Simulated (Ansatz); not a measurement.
Runs of Ansatz 0.2.0 on InSb3. The structure is cubic, space group Fm-3m (No. 225). The conventional cell has a = 7.589 Å, b = 7.589 Å, c = 7.589 Å, α = 90.00°, β = 90.00°, γ = 90.00°. Sb (site symmetry m-3m) is surrounded by 8 Sb at 3.29 Å. Sb (site symmetry -43m) is surrounded by 4 In at 3.29 Å and 4 Sb at 3.29 Å. In (site symmetry m-3m) is surrounded by 8 Sb at 3.29 Å. The cell comes from a database or a generator and needn't be the stable form of this composition.

```csv
task,level,cutoff (eV),basis error allowed,pressure (GPa)
single point,PBEsol,170,0.001 eV/atom,-3.1
band structure,PBEsol,156,0.002 eV/atom,-3.1
band structure,LDA,156,0.002 eV/atom,-4.2
band structure,PBE,156,0.002 eV/atom,(a)
```

Alike in all rows: potentials or basis all-electron LAPW, scalar-relativistic; no spin polarisation; cell as given; k mesh 6 × 6 × 6; smearing fermi-dirac 0.05 eV.

Problem. Fill in the values left out.

Solution. (a) -0.2.

Not every run made on this cell is shown here.
